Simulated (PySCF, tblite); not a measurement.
# C5H2F3O radical: geometry, infrared bands and EPR parameters

Wanted: the infrared bands and EPR parameters of C5H2F3O radical (`O=c1cc1[C](F)C(F)F`), by calculation.

Computed with tblite 0.8.0 and PySCF 2.14.0, with density-fitted response routines of our own, on a single molecule in the gas phase. Atoms are numbered from 0 throughout.

## Step 1: Starting geometry

11 atoms, charge 0, multiplicity 2; geometry from: force field or distance geometry start.

Bonds of the start (Å): O0–C1 1.27, C1–C2 1.39, C2–C3 1.41, C3–C4 1.47, C4–F5 1.39, C4–C6 1.50, C6–F7 1.41, C6–F8 1.36, C3–C1 1.37, C2–H9 1.08, C6–H10 1.12.

## Step 2: Geometry optimisation with GFN2-xTB

Job settings and geometry (Å):

```
{"job": {"kind": "relax", "xc": "GFN2-xTB", "basis": "xTB"}, "charge": 0, "multiplicity": 2}
O      2.269100     1.782700     0.246300
C      1.786600     0.623400     0.076400
C      1.898600    -0.764000     0.145500
C      0.722200    -0.146300    -0.315100
C     -0.660300    -0.186200    -0.820600
F     -0.925900     0.790500    -1.769000
C     -1.682200    -0.055300     0.264500
F     -1.460400    -1.145000     1.124000
F     -2.975400    -0.151900    -0.159900
H      2.481700    -1.641100     0.383900
H     -1.448500     0.895800     0.798200
```

On the command line:

```bash
$ OMP_NUM_THREADS=1 python probes_run.py task.json out
```

This one command runs all jobs of the session in turn.

**Question.** This job is followed by: GFN2-xTB harmonic vibrations, gas phase; UKS B3LYP, pcH-1 on C F H O, non-relativistic, mean-field spin-orbit, GIAO. What will the session give for the following? strongest single infrared mode (GFN2-xTB); zero-point energy (GFN2-xTB); g(iso) (B3LYP); ⟨S²⟩; largest a(iso) (averaged by class); potential on the surface of density 0.002 e/bohr³, 1st and 99th percentile.

As calculated:

| quantity | value |
| --- | --- |
| strongest single infrared mode (GFN2-xTB) | 2041 cm⁻¹, 723 km/mol |
| zero-point energy (GFN2-xTB) | 35.2 kcal/mol |
| g(iso) (B3LYP) | 2.00399 |
| ⟨S²⟩ | 0.765 (exact 0.75) |
| largest a(iso) (averaged by class) | 19F on F5, 121.9 MHz |
| potential on the surface of density 0.002 e/bohr³, 1st and 99th percentile | -1.46 V and 1.70 V |

What this shows: Relaxing lowered the energy by 1.443 eV in 92 steps; the close pair that moved most is C1–C3, from 1.371 to 1.509 Å. All 27 modes are real, so the xTB geometry is a minimum. The strongest single mode, at 2041 cm⁻¹, moves mainly C1. Unscaled tight-binding wavenumbers are off by several per cent, some by more. Its intensities can rank the bands wrongly. The largest share of the spin, 0.54 e, sits on C4. The isotropic g lies 1.7 ppt above the free-electron value.
